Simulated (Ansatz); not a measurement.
# HfB: energy and stress against strain

Aim: for HfB, see how energy and stress answer to the strain pattern (0, 0, 0, 1, 0, 0).

Computed with Ansatz 0.2.0 (DFT PBEsol, scalar-relativistic, plane waves, PAW, unless a step's input says otherwise).

## 1. Starting point

It takes space group Fm-3m (No. 225, cubic). The conventional cell has a = 4.620 Å, b = 4.620 Å, c = 4.620 Å, α = 90.00°, β = 90.00°, γ = 90.00°. Hf (site symmetry m-3m) is surrounded by 6 B at 2.31 Å. B (site symmetry m-3m) has 6 Hf at 2.31 Å in its first shell of neighbours.

As a file:

```
Hf B
1.0
     0.00000    2.31000    2.31000
     2.31000    0.00000    2.31000
     2.31000    2.31000    0.00000
Hf B
1 1
Direct
  0.50000 0.50000 0.50000
  0.00000 0.00000 0.00000
```

No relaxation comes first: the listed cell is the starting point.

## 2. Zero of energy

Reference values: F = -15751.3804 eV; pressure 23.48 GPa; largest force 0.000 eV/Å; gap on the mesh none (metal). It was computed beforehand with the settings of the runs below.

## 3. The scan: energy and stress against strain

The cell is strained by ε times the Voigt pattern (0, 0, 0, 1, 0, 0) (xx, yy, zz, yz, xz, xy; engineering shear), with fractional coordinates fixed (clamped ions). The stress on the pattern is the sum of the stress components weighted by it, tension positive.

## 4. Point ε = -0.0200

File input.yaml:

```yaml
crystal:
  lattice:
    - [0.0, 2.2869, 2.2869]
    - [2.31, -0.0231, 2.31]
    - [2.31, 2.31, -0.0231]
  atoms:
    - { symbol: Hf, position: [0.5, 0.5, 0.5] }
    - { symbol: B, position: [0.0, 0.0, 0.0] }
basis:
  ecutwfc: 420
kpoints:
  mp_grid: { grid: [18, 18, 18] }
hamiltonian:
  xc: pbesol
scf:
  occupations: { method: gaussian, width: 0.15 }
output:
  forces: true
  stress: true
  eigenvalues: true
```

The run is started by

```sh
$ ansatz run input.yaml --threads 1 --pin off --max-ram 2560MiB --backend cpu --events-out ev --progress --plain --runs-dir out
```

The log of the run (excerpt; [...] marks lines left out):

```text
Warning: RAYON_NUM_THREADS=1 ignored (pool sized by the plan → 1); use --threads N
[...]
Pseudopotentials: kind: paw
Pseudopotential: Hf, paw, valence charge 26, recommended cutoff 420 eV (normal), Hf.paw.azcp
Pseudopotential: B, paw, valence charge 3, recommended cutoff 420 eV (normal), B.paw.azcp
Functional definition: PBEsol
[...]
Crystal: 2 atoms, lattice volume = 24.650 Å³
Basis set: ecut = 420 eV, 511 PW (Γ), exchange–correlation on 48×48×48 points (8 copies of the dense FFT grid, shifted against one another)
Bands: 19, of which v1, the nominal top of the filled ones, is band 15 counted from 1 (14 counted from 0)
Symmetry: 8 space group operations
Space group: Immm (ITA 71), of the structure as read, at distance tolerance 2.9e-5 Å
k-points: 865 of 5832
[...]
SCF iter   1: F=—  HF=-15751.382100 eV  |F-HF|=—  |Δ(HF+E_count)|=         —  Δρ=6.44e-3  dr2=1.29e-2  ethr=1.77e-3  ⟨swp⟩=4.8  Hψ=67638  notcnv=0
[...]
SCF iter   7: F=-15751.378077 eV  HF=-15751.378077 eV  |F-HF|=3.27e-11  |Δ(HF+E_count)|=   6.02e-8  Δρ=3.32e-6  dr2=1.32e-9  ethr=2.25e-10  ⟨swp⟩=5.1  Hψ=59646  notcnv=0
[...]
SCF converged after 7 iterations
Free energy (F): -15751.378077 eV
[...]
E sigma→0 (E₀):  -15751.372361 eV
Entropy (-TS):   -0.011431 eV (-5.716 meV/atom)
Fermi energy:    19.542409 eV
[...]
--- Forces (eV/Å), atoms counted from 1 ---
  atom   1  Hf    -0.00000000     0.00000000     0.00000000
  atom   2  B      0.00000000     0.00000000    -0.00000000
[...]
--- Stress (GPa, compression-positive) ---
       23.513237       0.000000      -0.000000
        0.000000      23.501912       1.257713
       -0.000000       1.257713      23.501912
  P = ⅓ Tr σ = 23.5057 GPa (235.057 kbar)
--- Band table (eV; the first three rows and the last of 865) ---
  k-point 0: bands = ["-40.3184", "-8.8387", "-8.8225", "-8.8070", "9.6838", "9.6844", "9.6859", "9.6871", "9.7755", "9.7772", "9.7790", "9.9713", "21.4954", "21.6384", "21.8028", "23.5198", "23.5972", "23.6848", "23.6850"]
[...]
```

Run time: 22 s. Hardware: 1 thread of Arm Neoverse V2, shared host; peak memory 0.59 GiB.

## 5. At ε = 0.0150

Edit input.yaml of step 4 so:

```diff
@@ -2,5 +2,5 @@
   lattice:
-    - [0.0, 2.2869, 2.2869]
-    - [2.31, -0.0231, 2.31]
-    - [2.31, 2.31, -0.0231]
+    - [0.0, 2.327325, 2.327325]
+    - [2.31, 0.017325, 2.31]
+    - [2.31, 2.31, 0.017325]
   atoms:
```

The run is started by

```sh
$ ansatz run input.yaml --threads 1 --pin off --max-ram 2560MiB --backend cpu --events-out ev --progress --plain --runs-dir out
```

The log of the run (excerpt; [...] marks lines left out):

```text
Warning: RAYON_NUM_THREADS=1 ignored (pool sized by the plan → 1); use --threads N
[...]
[... 4 set-up lines as earlier in the session ...]
[...]
Crystal: 2 atoms, lattice volume = 24.651 Å³
Basis set: ecut = 420 eV, 519 PW (Γ), exchange–correlation on 48×48×48 points (8 copies of the dense FFT grid, shifted against one another)
Bands: 19, of which v1, the nominal top of the filled ones, is band 15 counted from 1 (14 counted from 0)
[... 2 set-up lines as earlier in the session ...]
k-points: 865 of 5832
[...]
SCF iter   1: F=—  HF=-15751.383082 eV  |F-HF|=—  |Δ(HF+E_count)|=         —  Δρ=6.43e-3  dr2=1.28e-2  ethr=1.77e-3  ⟨swp⟩=4.8  Hψ=67701  notcnv=0
[...]
SCF iter   7: F=-15751.379077 eV  HF=-15751.379077 eV  |F-HF|=9.09e-11  |Δ(HF+E_count)|=   6.56e-8  Δρ=3.30e-6  dr2=1.26e-9  ethr=2.30e-10  ⟨swp⟩=5.0  Hψ=58694  notcnv=0
[...]
SCF converged after 7 iterations
Free energy (F): -15751.379077 eV
[...]
E sigma→0 (E₀):  -15751.373312 eV
Entropy (-TS):   -0.011531 eV (-5.766 meV/atom)
Fermi energy:    19.539591 eV
[...]
--- Forces (eV/Å), atoms counted from 1 ---
  atom   1  Hf     0.00000000     0.00000000    -0.00000000
  atom   2  B     -0.00000000     0.00000000     0.00000000
[...]
--- Stress (GPa, compression-positive) ---
       23.501042      -0.000000      -0.000000
       -0.000000      23.492991      -0.935117
       -0.000000      -0.935117      23.492991
  P = ⅓ Tr σ = 23.4957 GPa (234.957 kbar)
--- Band table (eV; the first three rows and the last of 865) ---
  k-point 0: bands = ["-40.3194", "-8.8359", "-8.8238", "-8.8121", "9.6831", "9.6833", "9.6846", "9.6856", "9.7748", "9.7761", "9.7774", "9.9705", "21.5318", "21.6410", "21.7623", "23.5384", "23.5972", "23.6621", "23.6819"]
[...]
```

Run time: 24 s. Hardware: 1 thread of Arm Neoverse V2, shared host; peak memory 0.59 GiB.

## 6. At ε = -0.0100

Edit input.yaml of step 5 so:

```diff
@@ -2,5 +2,5 @@
   lattice:
-    - [0.0, 2.327325, 2.327325]
-    - [2.31, 0.017325, 2.31]
-    - [2.31, 2.31, 0.017325]
+    - [0.0, 2.29845, 2.29845]
+    - [2.31, -0.01155, 2.31]
+    - [2.31, 2.31, -0.01155]
   atoms:
```

The run is started by

```sh
$ ansatz run input.yaml --threads 1 --pin off --max-ram 2560MiB --backend cpu --events-out ev --progress --plain --runs-dir out
```

The log of the run (excerpt; [...] marks lines left out):

```text
[...]
SCF converged after 7 iterations
Free energy (F): -15751.379789 eV
[...]
E sigma→0 (E₀):  -15751.373982 eV
Entropy (-TS):   -0.011614 eV (-5.807 meV/atom)
Fermi energy:    19.537513 eV
[...]
--- Forces (eV/Å), atoms counted from 1 ---
  atom   1  Hf     0.00000000     0.00000000     0.00000000
  atom   2  B      0.00000000    -0.00000000    -0.00000000
[...]
--- Stress (GPa, compression-positive) ---
       23.491570       0.000000       0.000000
        0.000000      23.487466       0.619048
        0.000000       0.619048      23.487466
  P = ⅓ Tr σ = 23.4888 GPa (234.888 kbar)
--- Band table (eV; the first three rows and the last of 865) ---
  k-point 0: bands = ["-40.3202", "-8.8328", "-8.8247", "-8.8169", "9.6826", "9.6827", "9.6837", "9.6844", "9.7744", "9.7753", "9.7762", "9.9700", "21.5688", "21.6429", "21.7224", "23.5569", "23.5971", "23.6396", "23.6797"]
[...]
```

It took 24 s on 1 thread of Arm Neoverse V2, shared host; peak memory 0.59 GiB.

## 7. Point ε = 0.0050

Edit input.yaml of step 6 so:

```diff
@@ -2,5 +2,5 @@
   lattice:
-    - [0.0, 2.29845, 2.29845]
-    - [2.31, -0.01155, 2.31]
-    - [2.31, 2.31, -0.01155]
+    - [0.0, 2.315775, 2.315775]
+    - [2.31, 0.005775, 2.31]
+    - [2.31, 2.31, 0.005775]
   atoms:
```

The run is started by

```sh
$ ansatz run input.yaml --threads 1 --pin off --max-ram 2560MiB --backend cpu --events-out ev --progress --plain --runs-dir out
```

The log of the run (excerpt; [...] marks lines left out):

```text
Warning: RAYON_NUM_THREADS=1 ignored (pool sized by the plan → 1); use --threads N
[...]
[... 4 set-up lines as earlier in the session ...]
[...]
Crystal: 2 atoms, lattice volume = 24.653 Å³
Basis set: ecut = 420 eV, 531 PW (Γ), exchange–correlation on 48×48×48 points (8 copies of the dense FFT grid, shifted against one another)
Bands: 19, of which v1, the nominal top of the filled ones, is band 15 counted from 1 (14 counted from 0)
[... 2 set-up lines as earlier in the session ...]
k-points: 865 of 5832
[...]
SCF iter   1: F=—  HF=-15751.384198 eV  |F-HF|=—  |Δ(HF+E_count)|=         —  Δρ=6.42e-3  dr2=1.28e-2  ethr=1.77e-3  ⟨swp⟩=4.8  Hψ=67729  notcnv=0
[...]
SCF iter   7: F=-15751.380212 eV  HF=-15751.380212 eV  |F-HF|=1.62e-10  |Δ(HF+E_count)|=   6.85e-8  Δρ=3.31e-6  dr2=1.27e-9  ethr=2.33e-10  ⟨swp⟩=5.0  Hψ=58720  notcnv=0
[...]
SCF converged after 7 iterations
Free energy (F): -15751.380212 eV
[...]
E sigma→0 (E₀):  -15751.374378 eV
Entropy (-TS):   -0.011668 eV (-5.834 meV/atom)
Fermi energy:    19.536236 eV
[...]
--- Forces (eV/Å), atoms counted from 1 ---
  atom   1  Hf    -0.00000000    -0.00000000     0.00000000
  atom   2  B      0.00000000     0.00000000     0.00000000
[...]
--- Stress (GPa, compression-positive) ---
       23.485584       0.000000      -0.000000
        0.000000      23.484463      -0.308105
       -0.000000      -0.308105      23.484463
  P = ⅓ Tr σ = 23.4848 GPa (234.848 kbar)
--- Band table (eV; the first three rows and the last of 865) ---
  k-point 0: bands = ["-40.3207", "-8.8293", "-8.8253", "-8.8214", "9.6821", "9.6827", "9.6831", "9.6835", "9.7743", "9.7748", "9.7752", "9.9697", "21.6063", "21.6441", "21.6831", "23.5767", "23.5971", "23.6181", "23.6785"]
[...]
```

It took 22 s on 1 thread of Arm Neoverse V2, shared host; peak memory 0.59 GiB.

## 8. ε = 0.0175

Edit input.yaml of step 7 so:

```diff
@@ -2,5 +2,5 @@
   lattice:
-    - [0.0, 2.315775, 2.315775]
-    - [2.31, 0.005775, 2.31]
-    - [2.31, 2.31, 0.005775]
+    - [0.0, 2.3302125, 2.3302125]
+    - [2.31, 0.0202125, 2.31]
+    - [2.31, 2.31, 0.0202125]
   atoms:
```

The run is started by

```sh
$ ansatz run input.yaml --threads 1 --pin off --max-ram 2560MiB --backend cpu --events-out ev --progress --plain --runs-dir out
```

The log of the run (excerpt; [...] marks lines left out):

```text
[...]
SCF converged after 7 iterations
Free energy (F): -15751.378614 eV
[...]
E sigma→0 (E₀):  -15751.372872 eV
Entropy (-TS):   -0.011482 eV (-5.741 meV/atom)
Fermi energy:    19.540910 eV
[...]
--- Forces (eV/Å), atoms counted from 1 ---
  atom   1  Hf     0.00000000    -0.00000000    -0.00000000
  atom   2  B     -0.00000000     0.00000000     0.00000000
[...]
--- Stress (GPa, compression-positive) ---
       23.506905       0.000000       0.000000
        0.000000      23.497031      -1.095625
        0.000000      -1.095625      23.497031
  P = ⅓ Tr σ = 23.5003 GPa (235.003 kbar)
--- Band table (eV; the first three rows and the last of 865) ---
  k-point 0: bands = ["-40.3190", "-8.8374", "-8.8232", "-8.8096", "9.6834", "9.6838", "9.6853", "9.6863", "9.7751", "9.7766", "9.7782", "9.9709", "21.5135", "21.6398", "21.7825", "23.5290", "23.5972", "23.6735", "23.6832"]
[...]
```

Wall time 23 s (1 thread of Arm Neoverse V2, shared host); peak memory 0.59 GiB.

## 9. At ε = 0.0125

Edit input.yaml of step 8 so:

```diff
@@ -2,5 +2,5 @@
   lattice:
-    - [0.0, 2.3302125, 2.3302125]
-    - [2.31, 0.0202125, 2.31]
-    - [2.31, 2.31, 0.0202125]
+    - [0.0, 2.3244375, 2.3244375]
+    - [2.31, 0.0144375, 2.31]
+    - [2.31, 2.31, 0.0144375]
   atoms:
```

The run is started by

```sh
$ ansatz run input.yaml --threads 1 --pin off --max-ram 2560MiB --backend cpu --events-out ev --progress --plain --runs-dir out
```

The log of the run (excerpt; [...] marks lines left out):

```text
[...]
SCF converged after 7 iterations
Free energy (F): -15751.379470 eV
[...]
E sigma→0 (E₀):  -15751.373682 eV
Entropy (-TS):   -0.011575 eV (-5.788 meV/atom)
Fermi energy:    19.538455 eV
[...]
--- Forces (eV/Å), atoms counted from 1 ---
  atom   1  Hf     0.00000000     0.00000000    -0.00000000
  atom   2  B     -0.00000000     0.00000000     0.00000000
[...]
--- Stress (GPa, compression-positive) ---
       23.495911       0.000000       0.000000
        0.000000      23.489898      -0.776327
        0.000000      -0.776327      23.489898
  P = ⅓ Tr σ = 23.4919 GPa (234.919 kbar)
--- Band table (eV; the first three rows and the last of 865) ---
  k-point 0: bands = ["-40.3199", "-8.8344", "-8.8243", "-8.8146", "9.6829", "9.6829", "9.6841", "9.6850", "9.7745", "9.7756", "9.7768", "9.9702", "21.5502", "21.6421", "21.7423", "23.5473", "23.5972", "23.6507", "23.6807"]
[...]
```

Run time: 25 s. Hardware: 1 thread of Arm Neoverse V2, shared host; peak memory 0.59 GiB.

## 10. Point ε = 0.0075

Edit input.yaml of step 9 so:

```diff
@@ -2,5 +2,5 @@
   lattice:
-    - [0.0, 2.3244375, 2.3244375]
-    - [2.31, 0.0144375, 2.31]
-    - [2.31, 2.31, 0.0144375]
+    - [0.0, 2.3186625, 2.3186625]
+    - [2.31, 0.0086625, 2.31]
+    - [2.31, 2.31, 0.0086625]
   atoms:
```

The run is started by

```sh
$ ansatz run input.yaml --threads 1 --pin off --max-ram 2560MiB --backend cpu --events-out ev --progress --plain --runs-dir out
```

The log of the run (excerpt; [...] marks lines left out):

```text
Warning: RAYON_NUM_THREADS=1 ignored (pool sized by the plan → 1); use --threads N
[...]
[... 4 set-up lines as earlier in the session ...]
[...]
Crystal: 2 atoms, lattice volume = 24.652 Å³
Basis set: ecut = 420 eV, 531 PW (Γ), exchange–correlation on 48×48×48 points (8 copies of the dense FFT grid, shifted against one another)
Bands: 19, of which v1, the nominal top of the filled ones, is band 15 counted from 1 (14 counted from 0)
[... 2 set-up lines as earlier in the session ...]
k-points: 865 of 5832
[...]
SCF iter   1: F=—  HF=-15751.384037 eV  |F-HF|=—  |Δ(HF+E_count)|=         —  Δρ=6.42e-3  dr2=1.28e-2  ethr=1.77e-3  ⟨swp⟩=4.8  Hψ=67820  notcnv=0
[...]
SCF iter   7: F=-15751.380036 eV  HF=-15751.380036 eV  |F-HF|=2.18e-11  |Δ(HF+E_count)|=   6.52e-8  Δρ=3.32e-6  dr2=1.30e-9  ethr=2.28e-10  ⟨swp⟩=5.0  Hψ=58573  notcnv=0
[...]
SCF converged after 7 iterations
Free energy (F): -15751.380036 eV
[...]
E sigma→0 (E₀):  -15751.374214 eV
Entropy (-TS):   -0.011645 eV (-5.823 meV/atom)
Fermi energy:    19.536770 eV
[...]
--- Forces (eV/Å), atoms counted from 1 ---
  atom   1  Hf    -0.00000000     0.00000000    -0.00000000
  atom   2  B      0.00000000    -0.00000000    -0.00000000
[...]
--- Stress (GPa, compression-positive) ---
       23.488098       0.000000      -0.000000
        0.000000      23.485677      -0.463017
       -0.000000      -0.463017      23.485677
  P = ⅓ Tr σ = 23.4865 GPa (234.865 kbar)
--- Band table (eV; the first three rows and the last of 865) ---
  k-point 0: bands = ["-40.3205", "-8.8311", "-8.8251", "-8.8192", "9.6823", "9.6827", "9.6834", "9.6839", "9.7743", "9.7750", "9.7757", "9.9698", "21.5875", "21.6436", "21.7027", "23.5668", "23.5971", "23.6288", "23.6790"]
[...]
```

It took 22 s on 1 thread of Arm Neoverse V2, shared host; peak memory 0.59 GiB.

## 11. Point ε = 0.0025

Edit input.yaml of step 10 so:

```diff
@@ -2,5 +2,5 @@
   lattice:
-    - [0.0, 2.3186625, 2.3186625]
-    - [2.31, 0.0086625, 2.31]
-    - [2.31, 2.31, 0.0086625]
+    - [0.0, 2.3128875, 2.3128875]
+    - [2.31, 0.0028875, 2.31]
+    - [2.31, 2.31, 0.0028875]
   atoms:
```

The run is started by

```sh
$ ansatz run input.yaml --threads 1 --pin off --max-ram 2560MiB --backend cpu --events-out ev --progress --plain --runs-dir out
```

The log of the run (excerpt; [...] marks lines left out):

```text
[...]
SCF converged after 7 iterations
Free energy (F): -15751.380318 eV
[...]
E sigma→0 (E₀):  -15751.374477 eV
Entropy (-TS):   -0.011682 eV (-5.841 meV/atom)
Fermi energy:    19.535914 eV
[...]
--- Forces (eV/Å), atoms counted from 1 ---
  atom   1  Hf     0.00000000     0.00000000     0.00000000
  atom   2  B      0.00000000     0.00000000    -0.00000000
[...]
--- Stress (GPa, compression-positive) ---
       23.484029       0.000000      -0.000000
        0.000000      23.483721      -0.153848
       -0.000000      -0.153848      23.483721
  P = ⅓ Tr σ = 23.4838 GPa (234.838 kbar)
--- Band table (eV; the first three rows and the last of 865) ---
  k-point 0: bands = ["-40.3208", "-8.8274", "-8.8255", "-8.8235", "9.6820", "9.6828", "9.6830", "9.6832", "9.7744", "9.7747", "9.7749", "9.9696", "21.6253", "21.6443", "21.6637", "23.5869", "23.5971", "23.6075", "23.6782"]
[...]
```

It took 21 s on 1 thread of Arm Neoverse V2, shared host; peak memory 0.59 GiB.

## 12. All points together

All points in order; energies are free energies above the reference cell:

| ε | ΔE (meV/atom) | stress on the pattern (GPa) | pressure (GPa) |
| --- | --- | --- | --- |
| -0.0200 | 1.1 | -1.26 | 23.5 |
| -0.0100 | 0.3 | -0.62 | 23.5 |
| 0.0000 | 0.0 | 0.00 | 23.5 |
| 0.0025 | 0.0 | 0.15 | 23.5 |
| 0.0050 | 0.1 | 0.31 | 23.5 |
| 0.0075 | 0.2 | 0.46 | 23.5 |
| 0.0125 | 0.4 | 0.78 | 23.5 |
| 0.0150 | 0.6 | 0.94 | 23.5 |
| 0.0175 | 0.9 | 1.10 | 23.5 |

Not run, since symmetry makes them alike: 0.0200 repeats -0.0200, -0.0150 repeats 0.0150, 0.0100 repeats -0.0100, -0.0050 repeats 0.0050. Energy, pressure and gap are the same there.

## 13. Summary of results

| quantity | value |
| --- | --- |
| slope of the stress at ε = 0, from the points at -0.0100, 0 and 0.0025 | 62 GPa |

What this shows: The slope of the stress at zero strain, 62 GPa, estimates C44 with clamped ions in this Cartesian frame; letting the atoms relax could not make it stiffer. The reference stands under 23.5 GPa, so this is no zero-stress constant. The undisturbed cell stays the lowest of the sampled points. The runs treat Hf without spin-orbit coupling.
